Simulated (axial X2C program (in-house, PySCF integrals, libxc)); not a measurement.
# A two-component session on RuC: EOM-EE-CCSD levels

Wanted for RuC: EOM-EE-CCSD levels, at the two-component level.

Computed with an in-house X2C program for linear molecules on PySCF integrals. Level: two-component X2C with atomic mean-field terms, Ru dyall-acv3z, C dyall-av3z.

All values are calculated.

## Step 1: Set-up

Contents of task.json:

```json
{
 "zs": [
  44,
  6
 ],
 "q": 0,
 "bas": [
  "dyall-acv3z",
  "dyall-av3z"
 ],
 "r0": 1.81,
 "eom": "ee",
 "thr": -2.0,
 "nmax": 88
}
```

Keys: zs atomic numbers; q charge; bas basis sets; r0 starting distance in Å; eom kind of EOM run; thr threshold in hartree for freezing inner shells (an s shell follows its p shell); nmax most natural virtual spinors.

Launch:

```
$ python soeom.py task.json out
```

Nuclei are Gaussian, cores are contracted, and the Gaunt term is on.

## Step 2: EOM-EE-CCSD at 1.608 Å

Reference: the closed shell RuC; 12 electrons correlated, 88 virtual spinors; roots sought by Ω: 0: 5, 1: 4, 2: 3, 3: 1.

Output:

```text
two-component X2C + atomic mean field  HF
basis functions 217  fitting functions 1032  grid points 5073
iter        total energy     max residual
   1      -4563.889810527     2.85e-01
   2      -4563.913532842     5.66e-03
   3      -4563.914333543     4.97e-03
   4      -4563.914628790     3.38e-03
   5      -4563.914806645     1.62e-03
   6      -4563.914860682     6.99e-04
   7      -4563.914881726     5.08e-04
   8      -4563.914899037     2.09e-04
   9      -4563.914915299     1.03e-04
  10      -4563.914920720     6.51e-05
  11      -4563.914922122     4.58e-05
  12      -4563.914922739     2.95e-05
  13      -4563.914923045     1.68e-05
  14      -4563.914923110     5.40e-06
  15      -4563.914923115     3.78e-06
  16      -4563.914923117     3.20e-06
  17      -4563.914923119     1.86e-06
  18      -4563.914923120     6.34e-07
converged
one-electron -6467.01429750  Coulomb 1955.94155422  exact exchange -137.48211099  xc functional 0.00000000  nuclear repulsion 86.87984060  atomic mean-field constant -2.23990946
correlated 12  virtual 314  natural virtual 88  E(MP2) -0.560407943  MP2 remainder -0.073022010
iter   CCSD correlation   residual
   1     -0.368542864   4.06e-01
   2     -0.412522802   1.98e-01
   3     -0.415470043   3.49e-02
   4     -0.416208399   1.62e-02
   5     -0.416750076   6.44e-03
   6     -0.416713995   2.30e-03
   7     -0.416656328   1.17e-03
   8     -0.416677315   6.64e-04
   9     -0.416690534   3.97e-04
  10     -0.416682066   2.25e-04
  11     -0.416689435   1.41e-04
  12     -0.416688110   8.50e-05
  13     -0.416686840   4.79e-05
  14     -0.416687595   2.37e-05
  15     -0.416686896   1.08e-05
  16     -0.416687043   5.11e-06
  17     -0.416686990   2.75e-06
  18     -0.416686913   1.59e-06
  19     -0.416686940   1.07e-06
  20     -0.416686922   6.96e-07
(T) -0.026017352  T1 0.0381  D1 0.0504  max T2 0.051
EOM-EE-CCSD roots
2*Omega      energy/Eh   energy/eV  one-particle weight
    0       0.08405124      2.2872      0.943
    0       0.08423381      2.2921      0.943
    0       0.12669299      3.4475      0.939
    0       0.14436807      3.9285      0.922
    0       0.14814660      4.0313      0.946
    2       0.01901822      0.5175      0.946
    2       0.07810384      2.1253      0.943
    2       0.10253369      2.7901      0.933
    2       0.12683266      3.4513      0.939
    4       0.01411305      0.3840      0.947
    4       0.03789834      1.0313      0.938
    4       0.07241633      1.9705      0.943
    6       0.01059552      0.2883      0.947
```

T1 in the output is the amplitude norm over the root of the electron number; divide by √2 for the Lee–Taylor value.

```csv
Ω,excitation (eV),hole,particle,singles weight
3,0.288,96% Ru dδ,"50% Ru sσ, 25% C pσ, 10% Ru pσ",0.95
2,0.384,96% Ru dδ,"51% Ru sσ, 24% C pσ, 10% Ru pσ",0.95
1,0.518,95% Ru dδ,"50% Ru sσ, 25% C pσ, 10% Ru pσ",0.95
2,1.031,95% Ru dδ,"52% Ru sσ, 22% C pσ, 12% Ru pσ",0.94
2,1.971,96% Ru dδ,"34% C pπ, 33% Ru pπ, 27% Ru dπ",0.94
1,2.125,96% Ru dδ,"33% C pπ, 33% Ru pπ, 28% Ru dπ",0.94
0⁻,2.287,95% Ru dδ,"33% C pπ, 32% Ru pπ, 29% Ru dπ",0.94
0⁺,2.292,95% Ru dδ,"33% C pπ, 32% Ru pπ, 29% Ru dπ",0.94
1,2.790,95% Ru dδ,"34% C pπ, 34% Ru pπ, 25% Ru dπ",0.93
0⁻,3.447,"39% Ru dσ, 34% C pσ, 15% C sσ","46% Ru sσ, 29% C pσ, 11% Ru dσ",0.94
1,3.451,"39% Ru dσ, 34% C pσ, 15% C sσ","46% Ru sσ, 29% C pσ, 11% Ru dσ",0.94
0⁺,3.928,"24% Ru dπ, 23% Ru dσ, 21% C pσ","51% Ru sσ, 23% C pσ, 12% Ru pσ",0.92
0⁻,4.031,"60% Ru dπ, 33% C pπ","49% Ru sσ, 27% C pσ, 9% Ru dσ",0.95
```

Wall time 41 s (1 thread of Arm Neoverse V2, shared host); peak memory 0.73 GiB.

## Step 3: Outcome

| quantity | value |
| --- | --- |
| lowest root at 1.608 Å | Ω = 3, 0.288 eV |
| next root led by one particle | Ω = 2, about 770 cm⁻¹ higher |
| T1 of the reference | 0.027 |

**Reading.** The lowest root lies 0.29 eV above the closed-shell reference. Errors of 0.1 to 0.3 eV are usual at this size, and roots led by higher excitations are left out, so the list is incomplete, and low states of that kind can be missing. T1 or the largest double amplitude of the reference is raised, which lowers the reliability.
